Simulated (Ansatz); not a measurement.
# SiW (CsCl type): how the settings move a single-point run

Aim: see which settings change the result for SiW (CsCl type), by how much, and at what cost.

Method: reference: DFT, LDA, all-electron LAPW, scalar-relativistic, in Ansatz 0.2.0.

1 further run of the same task is left out (it didn't finish). Runs told in other sessions of the task aren't counted.

## Step 1: The structure to begin with

It takes space group Pm-3m (No. 221, cubic). The conventional cell has a = 3.013 Å, b = 3.013 Å, c = 3.013 Å, α = 90.00°, β = 90.00°, γ = 90.00°. W (site symmetry m-3m) is surrounded by 8 Si at 2.61 Å. Si (site symmetry m-3m) has 8 W at 2.61 Å in its first shell of neighbours.

Structure file:

```cif
data_structure
_symmetry_space_group_name_H-M 'Pm-3m'
_symmetry_Int_Tables_number 221
_cell_length_a 3.0131
_cell_length_b 3.0131
_cell_length_c 3.0131
_cell_angle_alpha 90.000
_cell_angle_beta 90.000
_cell_angle_gamma 90.000
_cell_volume 27.35
loop_
_atom_site_label
_atom_site_type_symbol
_atom_site_symmetry_multiplicity
_atom_site_Wyckoff_symbol
_atom_site_fract_x
_atom_site_fract_y
_atom_site_fract_z
_atom_site_occupancy
W1 W 1 a 0.00000 0.00000 0.00000 1
Si1 Si 1 b 0.50000 0.50000 0.50000 1
```

## Step 2: Baseline

File input.yaml:

```yaml
crystal:
  lattice:
    - [3.01306462, 0.0, 0.0]
    - [0.0, 3.01306462, 0.0]
    - [0.0, 0.0, 3.01306462]
  atoms:
    - { symbol: W, position: [0.0, 0.0, 0.0] }
    - { symbol: Si, position: [0.5, 0.5, 0.5] }
kpoints:
  mp_grid: { grid: [13, 13, 13] }
  band_path:
    path:
      - [0.0, 0.0, 0.0]
      - [0.0, 0.5, 0.0]
      - [0.5, 0.5, 0.0]
      - [0.0, 0.0, 0.0]
      - [0.5, 0.5, 0.5]
      - [0.0, 0.5, 0.0]
      - [0.5, 0.5, 0.5]
      - [0.5, 0.5, 0.0]
    npoints: 14
scf:
  occupations: { method: fermi_dirac, width: 0.05 }
hamiltonian:
  xc: lda
  pseudopotentials: { kind: all_electron, lapw: { basis_error: 0.001 } }
output:
  forces: true
  stress: true
  eigenvalues: true
  populations: true
  dos: { projected: true, de: 0.2, e_range: [-14, 8] }
```

The run is started by

```sh
ansatz run input.yaml --threads 1 --pin off --max-ram 2048MiB --backend cpu --events-out ev --progress --plain --runs-dir out
```

## Step 3: Changed: xc_grid 2

Edit input.yaml of step 2 so:

```diff
@@ -31,2 +31,3 @@
   populations: true
-  dos: { projected: true, de: 0.2, e_range: [-14, 8] }
+basis:
+  xc_grid: 2
```

**Question.** What will these runs give? Wanted: for each run, ending; energy change; pressure; gap; force.

**Answer**, as computed:

| run | ending | energy change | pressure (GPa) | gap (eV) | force (eV/Å) | cycles | time |
| --- | --- | --- | --- | --- | --- | --- | --- |
| reference | converged | 0 | 0.0 | 0.00 | 0.00 | 8 | 29 s |
| 1: xc_grid 2 | converged | 0.0 meV/atom | 0.0 | 0.00 | 0.00 | 8 | 30 s |

Times don't compare one to one where runs were asked for different outputs or read a saved state (see the inputs); cycles may leave out searches for a lower state.

Residual by cycle in the longest SCF loop of each run; runs are numbered as in the table. The quantity is the density residual dr2, in eV.

| cycle | reference | run 1 |
| --- | --- | --- |
| 1 | 0.0359 | 0.0359 |
| 2 | 0.0398 | 0.0398 |
| 3 | 0.0106 | 0.0106 |
| 4 | 0.00214 | 0.00214 |
| 5 | 5.6e-4 | 5.6e-4 |
| 6 | 2.2e-5 | 2.2e-5 |
| 7 | 2.1e-6 | 2.1e-6 |
| 8 | 9.4e-8 | 9.4e-8 |

**Reading.** The changed input (numerical grids) leaves the energy the same to the digits printed. The reference has no spin polarisation; with W present, a magnetic state may lie lower.
